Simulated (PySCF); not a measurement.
# C3H6BClS: the cost of one run

The runs use PySCF 2.14.0, with density-fitted response routines of our own; the level of theory stands in each step. All values are computed, except where a source is named. Atoms count from 0, in the outputs and in this text.

### Step 1. The molecule as given

12 atoms, charge 0, multiplicity 1; geometry from: GFN2-xTB. The atoms were then displaced at random by about 0.01 Å, so the start is not that level's minimum.

Bonds of the start (Å): C0–C1 1.37, C1–Cl2 1.75, C1–B3 1.51, B3–S4 1.78, S4–C5 1.83, C0–H6 1.07, C0–H7 1.05, B3–H8 1.19, C5–H9 1.09, C5–H10 1.09, C5–H11 1.07.

### Step 2. Geometry optimisation at PBE0-D3(BJ)/def2-SVP

What the job is given:

```
{"job": {"xc": "PBE0", "basis": "def2-SVP", "d3": "d3bj", "grid": 1, "shake": 0.01, "kind": "geom"}, "charge": 0, "multiplicity": 1}
C      2.517810    -0.203980     0.382060
C      1.576410     0.766330     0.182800
Cl     2.143620     2.395290    -0.106990
B      0.074920     0.581240     0.177650
S     -0.620160    -1.027390     0.492430
C     -2.425910    -0.736620     0.379300
H      3.566160     0.015560     0.363270
H      2.199540    -1.187700     0.554170
H     -0.689640     1.471850    -0.011190
H     -2.910810    -1.685220     0.625210
H     -2.727840     0.016640     1.103930
H     -2.664410    -0.434270    -0.622220
```

On the command line:

```
$ OMP_NUM_THREADS=1 python probes_run.py task.json out
```

This one command runs all jobs of the session in turn.

**Question.** How long does this first job take on 1 thread of Arm Neoverse V1, shared host, and how much memory does it need?

About 69 s, with a peak of 0.51 GiB.
